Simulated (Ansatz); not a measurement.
What does this script print? It uses the Python package of Ansatz (0.2.0).

The script, `spin.py`:
```python
'''Gap between spin states of CH7BOSSi at one geometry.'''

import logging
import sys
import warnings

import ansatz as az

logging.basicConfig(stream=sys.stdout, format='%(name)s: %(message)s')
log = logging.getLogger('ch7bossi')
log.setLevel(logging.INFO)

warnings.simplefilter('ignore', az.DeckWarning)

ch7bossi = (
    az.Crystal.molecule()
    .atom('B', [-0.8425, 2.1775, 0.2982])
    .atom('S', [-1.8833, 0.6437, 0.0015])
    .atom('Si', [-0.4159, -0.574, 0.9313])
    .atom('O', [1.1948, -0.4301, 0.0923])
    .atom('C', [1.0306, -1.1747, -1.1214])
    .atom('H', [-0.1098, 2.5981, -0.5241])
    .atom('H', [-1.013, 2.844, 1.2849])
    .atom('H', [-0.1566, -0.1082, 2.3258])
    .atom('H', [-0.8315, -1.9588, 1.0109])
    .atom('H', [1.9948, -1.0724, -1.6209])
    .atom('H', [0.2269, -0.7566, -1.7494])
    .atom('H', [0.8825, -2.2436, -0.895])
)

calculation = ch7bossi.calculation()
calculation = calculation.basis(gaussian='6-31G*').functional('B3LYP')
found = {}
for unpaired in [0, 2, 4]:
    rep = calculation.spin('collinear', total=unpaired).run(threads=1, backend='cpu').report
    s = unpaired / 2
    found[unpaired] = rep['free_energy_ev']
    log.info(f'2S+1 = {unpaired + 1}: E = {found[unpaired]:.5f} eV, <S^2> = {abs(rep["mean_field"]["state"]["spin_squared"]):.3f} (pure state {s * (s + 1):.2f})')
lowest = min(found, key=found.get)
for unpaired, e in found.items():
    log.info(f'multiplicity {unpaired + 1}: {96.485332 * (e - found[lowest]):.1f} kJ/mol above the lowest')
```

```console
$ python spin.py
ch7bossi: 2S+1 = 1: E = -22588.20455 eV, <S^2> = 0.000 (pure state 0.00)
ch7bossi: 2S+1 = 3: E = -22584.79920 eV, <S^2> = 2.004 (pure state 2.00)
ch7bossi: 2S+1 = 5: E = -22578.66992 eV, <S^2> = 6.009 (pure state 6.00)
ch7bossi: multiplicity 1: 0.0 kJ/mol above the lowest
ch7bossi: multiplicity 3: 328.6 kJ/mol above the lowest
ch7bossi: multiplicity 5: 920.0 kJ/mol above the lowest
```

In order: multiplicity 1 (+0.00 eV), multiplicity 3 (+3.41 eV) and multiplicity 5 (+9.53 eV), all at the one geometry.

What to keep in mind:
- Total energies depend on the basis set; only differences at equal settings carry meaning.
- The geometry is a force-field or estimated start, not a minimum of this method, and the basis set is short of its limit. All parts are taken at fixed geometry, without zero-point energy.
- b3lyp holds the VWN-RPA fit, as in Gaussian; the form of ORCA and Turbomole is b3lyp5.
- The whole script took 26 s on 1 thread of Arm Neoverse V2, on a shared host, peak memory 0.34 GiB.
